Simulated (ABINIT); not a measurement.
Runs of ABINIT 10.8.3 (patched build) on MnS. Symmetry: Fm-3m, No. 225, cubic system. The conventional cell has a = 5.209 Å, b = 5.209 Å, c = 5.209 Å, α = 90.00°, β = 90.00°, γ = 90.00°. Around Mn (site symmetry m-3m) lie 6 S at 2.60 Å. S (site symmetry m-3m) has 6 Mn at 2.60 Å as nearest neighbours. 

```csv
task,level,potentials or basis,U,cell,k mesh,cutoff (eV),bands in the sums,broadening (eV),scissor shift (eV),tensor components,cell freedom (optcell),gap on the mesh (eV),pressure (GPa),moment (μB),relaxed volume (Å³/atom)
optical spectrum,LDA,PseudoDojo NC SR LDA v0.4.1 standard,-,as given,"6 × 6 × 6, with 4 shifts",1252,22,0.05,0,[11],-,-,-11.9,4.54,-
relaxation of cell and atoms,LDA,PseudoDojo NC SR LDA v0.4.1 standard,-,relaxed,7 × 7 × 7,1306,-,-,-,-,2,none,0.0,(c),13.63
optical spectrum,PBE,PseudoDojo NC SR PBE v0.4.1 standard,-,as given,"6 × 6 × 6, with 4 shifts",1252,16,0.1,0,[11],-,-,-1.7,(b),-
phonons,PBE,PseudoDojo NC SR PBE v0.4.1 standard,-,as given,"4 × 4 × 4, with 4 shifts",1252,-,-,-,-,-,-,-2.7,4.71,-
relaxation of cell and atoms,PBEsol+U,"Ansatz PAW PBE default generated set, frozen core","Mn d U = 7 eV, J = 0.7 eV",relaxed,7 × 7 × 7,419,-,-,-,-,2,1.50,0.0,5.00,(a)
```

Alike in all rows: spin collinear, ferromagnetic start; smearing fermi-dirac 0.05 eV.

Q: Fill in the values left out.

A: (a) 17.92; (b) 4.80; (c) 3.42.

Caveats: a cell with one magnetic atom can't hold antiferromagnetic order, which such compounds often take; the intraband (Drude) term is left out (some runs); spectra need much finer meshes, so this one isn't converged (some runs); the volume moved by over 15 % at a fixed basis, so the end points are rough (some runs); the volume moved by -23 % from the deposited cell, more than functionals usually miss (some runs); semilocal functionals often make such compounds metallic where correlation or magnetic order opens a gap, which also shifts bond lengths (some runs); the mesh is coarse for a metal's response (some runs).

A k mesh can miss the band edges.

A gap of «none» marks a metal or a gap under the smearing width.

Not every run made on this cell is shown here.
